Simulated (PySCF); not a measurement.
**LiI at other levels of theory**

Starting from one script, swap the method and compare what comes out for LiI.

Method: method and basis as typed in the scripts; program: PySCF 2.14.0.

3 further runs of the same task are left out: 3 that didn't finish.

## 1. The system as given

LiI: 2 atoms, charge 0, spin multiplicity 1.

Bond lengths: Li1–I2 2.292 Å.

## 2. The run that the others are compared with

The input, input.py:

```python
from pyscf import gto, scf

mol = gto.M(
    atom='Li 0 0 0; I 0 0 2.292',
    basis='def2-svpd',
    ecp={'I': 'def2-svpd'},
    charge=0,
    spin=0,
    verbose=3,
)
mf = scf.RHF(mol)
mf.kernel()
mf.mulliken_pop()
mf.dip_moment()
print('orbital energies (hartree):', mf.mo_energy[..., max(0, mol.nelec[1]-3):mol.nelec[0]+3].round(4))
```

Command:

```
> OMP_NUM_THREADS=1 python input.py
```

## 3. MP2

Run 1 changes step after the SCF: analyze → mp2.

input.py, as its differences from that of step 2:

```diff
@@ -1,2 +1,2 @@
-from pyscf import gto, scf
+from pyscf import gto, scf, mp
 
@@ -12,3 +12,3 @@
 mf.kernel()
-mf.mulliken_pop()
+mp.MP2(mf).kernel()
 mf.dip_moment()
```

## 4. Tpssh (RKS)

Run 2 changes functional: none (Hartree–Fock) → tpssh; SCF type: RHF → RKS.

input.py, as its differences from that of step 2:

```diff
@@ -1,2 +1,2 @@
-from pyscf import gto, scf
+from pyscf import gto, dft
 
@@ -10,3 +10,3 @@
 )
-mf = scf.RHF(mol)
+mf = dft.RKS(mol, xc='tpssh')
 mf.kernel()
```

## 5. MP2

Run 3 changes step after the SCF: analyze → mp2; frozen orbitals: none → 4.

input.py, as its differences from that of step 2:

```diff
@@ -1,2 +1,2 @@
-from pyscf import gto, scf
+from pyscf import gto, scf, mp
 
@@ -12,3 +12,3 @@
 mf.kernel()
-mf.mulliken_pop()
+mp.MP2(mf, frozen=4).kernel()
 mf.dip_moment()
```

## 6. Geometry optimisation

Run 4 changes step after the SCF: analyze → optimize.

The input, input.py:

```python
from pyscf import gto, scf
from pyscf.geomopt.geometric_solver import optimize

mol = gto.M(
    atom='Li 0 0 0; I 0 0 2.292',
    basis='def2-svpd',
    ecp={'I': 'def2-svpd'},
    charge=0,
    spin=0,
    verbose=3,
)
mf = scf.RHF(mol)
mf.kernel()
mol_eq = optimize(mf, maxsteps=30)
print('optimised geometry (angstrom)')
print(mol_eq.tostring('raw'))
print('orbital energies (hartree):', mf.mo_energy[..., max(0, mol.nelec[1]-3):mol.nelec[0]+3].round(4))
```

## 7. Stability test

Run 5 changes step after the SCF: analyze → stability.

input.py, as its differences from that of step 2:

```diff
@@ -12,3 +12,3 @@
 mf.kernel()
-mf.mulliken_pop()
+mf.stability(internal=True, external=True)
 mf.dip_moment()
```

**Question.** What will these runs give? Wanted: for each run, E(SCF); from base; SCF dipole; after the SCF.

The runs gave:

```csv
run,E(SCF) (hartree),from base (eV),SCF dipole (D),after the SCF
base,-304.179989,0,7.29,n/a
MP2,-304.179989,0.0000,7.29,MP2 correlation -4.072 eV
tpssh (RKS),-305.201204,not comparable,6.85,n/a
MP2,-304.179989,0.0000,7.29,"MP2 correlation -3.639 eV, core frozen"
geometry optimisation,-304.179989,0.0000,n/a,"bond 2.431 Å, -0.066 eV"
stability test,-304.179989,0.0000,7.29,stable
```

SCF columns refer to the geometry typed in the script.

What this shows: Total energies of different functionals can't be compared with each other; differences within one functional can. The dearest run is “geometry optimisation”, at 4.5 s against 0.72 s.
